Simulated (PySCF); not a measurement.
# C10H14: the cost of one run

Computed with PySCF 2.14.0 and routines of our own; the level stands in each step. Atoms count from 0.

### 1 The system as given

24 atoms, charge 0, multiplicity 1; geometry from: GFN2-xTB.

### 2 Magnetic properties: GIAO HF/pcSseg-1

What the job is given:

```
{"job": {"kind": "mag", "xc": "HF", "basis": "pcSseg-1", "isotopologues": 0}, "charge": 0, "multiplicity": 1}
C     -3.675844    -1.854967    -0.396753
C     -2.394788    -1.484343    -0.407890
C     -1.876561    -0.439134     0.430251
C     -0.601535     0.014033     0.510484
C      0.467059    -0.520813    -0.291305
C      1.761232    -0.149098    -0.258892
C      2.763977    -0.742796    -1.100066
C      4.049946    -0.394674    -1.077750
C     -0.301017     1.151916     1.451855
C     -0.239164     2.483465     0.700659
H     -4.395903    -1.382164     0.251325
H     -4.046973    -2.640837    -1.031962
H     -1.711775    -1.990660    -1.075156
H     -2.615922     0.027111     1.071489
H      0.198386    -1.303108    -0.988542
H      2.108348     0.621153     0.414717
H      2.426461    -1.514718    -1.780715
H      4.416010     0.369545    -0.411683
H      4.778424    -0.857417    -1.720460
H      0.644682     0.975406     1.966746
H     -1.083963     1.210636     2.210383
H     -1.192131     2.682830     0.215511
H     -0.023703     3.297142     1.389605
H      0.533020     2.461256    -0.064293
```

With the program's defaults for keys left out, this is: GIAO HF/pcSseg-1 magnetisability, rotational g tensor and spin-rotation constants, non-relativistic, gas phase.

Started as:

```console
$ OMP_NUM_THREADS=1 python excited_run.py task.json out
```

The driver reads the jobs from task.json and runs them one after another.

**Question.** How long does this first job take on 1 thread of Intel Xeon Platinum 8488C, shared host, and how much memory does it need?

About 37 s, with a peak of 1.1 GiB.
